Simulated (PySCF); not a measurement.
# C3H8O2Si: the cost of one run

The runs use PySCF 2.14.0, with density-fitted response routines of our own; the level of theory stands in each step. All values are computed, except where a source is named. Atoms are numbered from 0 throughout.

## (1) Starting geometry

14 atoms, charge 0, multiplicity 1; geometry from: GFN2-xTB. The atoms were then displaced at random by about 0.01 Å, so the start is not that level's minimum.

Bonds of the start (Å): O0–C1 1.40, C1–C2 1.49, C2–C3 1.38, C3–O4 1.32, O4–Si5 1.63, O0–H6 0.96, C1–H7 1.09, C1–H8 1.11, C2–H9 1.07, C3–H10 1.07, Si5–H11 1.48, Si5–H12 1.46, Si5–H13 1.45.

## (2) Relaxing the molecule at PBE0-D3(BJ)/def2-SVP

The job: settings as JSON, then the geometry in Å.

```
{"job": {"xc": "PBE0", "basis": "def2-SVP", "d3": "d3bj", "grid": 1, "shake": 0.01, "kind": "geom"}, "charge": 0, "multiplicity": 1}
O     -2.902440     0.344730     0.572030
C     -1.910140     0.233320    -0.406400
C     -1.041770    -0.951610    -0.157970
C      0.328400    -0.877040    -0.004400
O      0.976180     0.270840    -0.106090
Si     2.556630     0.641340     0.043080
H     -2.499990     0.457280     1.433850
H     -2.419360     0.119860    -1.358600
H     -1.295400     1.153860    -0.435900
H     -1.518380    -1.905290    -0.041820
H      0.876740    -1.769680     0.206280
H      3.060150     0.253230     1.376980
H      2.455640     2.083050    -0.166800
H      3.326590    -0.068990    -0.961990
```

Command:

```sh
$ OMP_NUM_THREADS=1 python probes_run.py task.json out
```

This one command runs all jobs of the session in turn.

Q: Estimate the wall time and peak memory of this first job on 1 thread of Arm Neoverse V1, shared host.

About 55 s, with a peak of 0.52 GiB.
